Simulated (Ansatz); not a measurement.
# P: further runs on the relaxed cell

One table from this session's results is given with a row withheld; the runs are named, their logs left out.

Method: DFT r2SCAN+D3(BJ), scalar-relativistic, plane waves, PAW, in Ansatz 0.2.0.

1 further run of the same task is left out (set aside as unsound or not needed).

## The system as given

It takes space group R-3m (No. 166, trigonal). Conventional cell: a = 3.446 Å, b = 3.446 Å, c = 9.032 Å, α = 90.00°, β = 90.00°, γ = 120.00°. P (site symmetry 3m) is surrounded by 3 P at 2.29 Å.

Structure file:

```
P
1.0
     1.72276    0.99464    3.01061
    -1.72276    0.99464    3.01061
     0.00000   -1.98927    3.01061
P
2
Direct
  0.22990 0.22990 0.22990
  0.77010 0.77010 0.77010
```

It goes back to an entry of the Materials Project, which need not be the stable form.

It is the result of an earlier relaxation at this level (volume 15.48 Å³/atom; gap on the mesh: none (metal)).

The first run:

Input file input.yaml:

```yaml
crystal:
  lattice:
    - [1.7053569504, 0.9845882944, 2.9801981478]
    - [-1.7053569504, 0.9845882944, 2.9801981478]
    - [0.0, -1.9691765888, 2.9801981479]
  atoms:
    - { symbol: P, position: [0.229899238, 0.229899238, 0.229899238] }
    - { symbol: P, position: [0.770100762, 0.770100762, 0.770100762] }
basis:
  ecutwfc: 500
kpoints:
  mp_grid: { grid: [15, 15, 15] }
hamiltonian:
  xc: r2scan
  dispersion: d3bj
scf:
  occupations: { method: gaussian, width: 0.1 }
output:
  forces: true
  stress: true
  eigenvalues: true
relax:
  adjacent_minimum: "off"
  f_tol: 0.01
  max_steps: 30
  cell: { stress_tol: 0.1, fix: [volume] }
```

On the command line:

```sh
ansatz run input.yaml --threads 1 --pin off --max-ram 2560MiB --backend cpu --events-out ev --progress --plain --runs-dir out
```

Steps of the session up to this table: Point at V/V0 = 0.97; Point at V/V0 = 1.03; The cell scaled to 0.94 of its volume; Volume × 1.06; The cell scaled to 0.91 of its volume; Point at V/V0 = 1.10; Point at V/V0 = 0.88.

One table of the session follows, with a row left open; its other results are not shown here.

It belongs to the step «Fit of the equation of state». 

| volume (Å³/atom) | energy above the lowest point (meV/atom) | pressure (GPa) |
| --- | --- | --- |
| 13.619 | 40.3 | 7.35 |
| 14.083 | 24.4 | 4.33 |
| 14.548 | 10.7 | 3.97 |
| 15.012 | 2.5 | 1.60 |
| 15.476 | 0.0 | 0.00 |
| 15.940 | 2.4 | -1.67 |
| 16.405 | ? | ? |
| 17.024 | 22.2 | -3.65 |

Estimate the missing values for volume (Å³/atom) = 16.405.

Worked estimate for «energy above the lowest point (meV/atom)». A straight line through the neighbours (15.940, 2.4) and (17.024, 22.2) gives 2.4 + (22.2 − 2.4) × (16.405 − 15.940) / (17.024 − 15.940) = 10.9; a parabola fitted to 3 rows on both sides gives 8.5.

As computed: energy above the lowest point (meV/atom): 9.4; pressure (GPa): -2.92. In «energy above the lowest point (meV/atom)» the line misses by +1.5 and the parabola by -0.9.

Caveats from the session: Warnings in the runs' records: dispersion damping borrowed.
